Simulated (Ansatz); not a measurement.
# LuC: the cost of one run

Method: DFT PBE, scalar-relativistic, plane waves, PAW, in Ansatz 0.2.0.

3 further runs of the same task are left out: 2 that didn't finish, 1 set aside as unsound or not needed. Runs told in other sessions of the task aren't counted.

### 1 The structure to begin with

It takes space group P-6m2 (No. 187, hexagonal). Conventional cell: a = 3.473 Å, b = 3.473 Å, c = 2.950 Å, α = 90.00°, β = 90.00°, γ = 120.00°. Lu (site symmetry -6m2) has 6 C at 2.49 Å in its first shell of neighbours. Around C (site symmetry -6m2) lie 6 Lu at 2.49 Å.

As a file:

```
Lu C
1.0
     3.47266    0.00000    0.00000
    -1.73633    3.00741    0.00000
     0.00000    0.00000    2.95000
Lu C
1 1
Cartesian
  0.0000 0.0000 0.0000
  1.7363 1.0025 1.4750
```

This cell comes from an earlier session at PBE: 15.404 Å³/atom at -0.02 GPa, on a 12×12×10 mesh.

The changes: atom 1 (Lu) moved 0.02 Å along y; atom 1 (Lu) moved 0.08 Å along y; strain e3 = -0.02, atoms carried along; strain e3 = +0.01, atoms carried along; all atoms moved at random (σ = 0.03 Å), cell strained at random (1 %); all atoms moved at random (σ = 0.06 Å), cell strained at random (1 %).

### 2 Atom 1 (Lu) moved 0.02 Å along y

input.yaml reads:

```yaml
crystal:
  lattice:
    - [3.4726611932, 0.0, 0.0]
    - [-1.7363305966, 3.007412812, 0.0]
    - [0.0, 0.0, 2.9499970834]
  atoms:
    - { symbol: Lu, position: [0.0033251172, 0.0066502344, 0.0] }
    - { symbol: C, position: [0.6666666667, 0.3333333333, 0.5] }
basis:
  ecutwfc: 420
  ecutrho_ratio: 4
kpoints:
  mp_grid: { grid: [12, 12, 10] }
hamiltonian:
  xc: pbe
scf:
  occupations: { method: gaussian, width: 0.05 }
output:
  forces: true
  stress: true
  eigenvalues: true
  write_density: true
  write_potential: true
  elf: true
  volumetric_format: npy
```

Command:

```bash
ansatz run input.yaml --threads 2 --pin off --max-ram 2662MiB --backend cpu --events-out ev --progress --plain --runs-dir out
```

Q: Estimate wall time and peak memory on 2 threads of Arm Neoverse V2, shared host.

About 10 s, with a peak of 0.43 GiB.
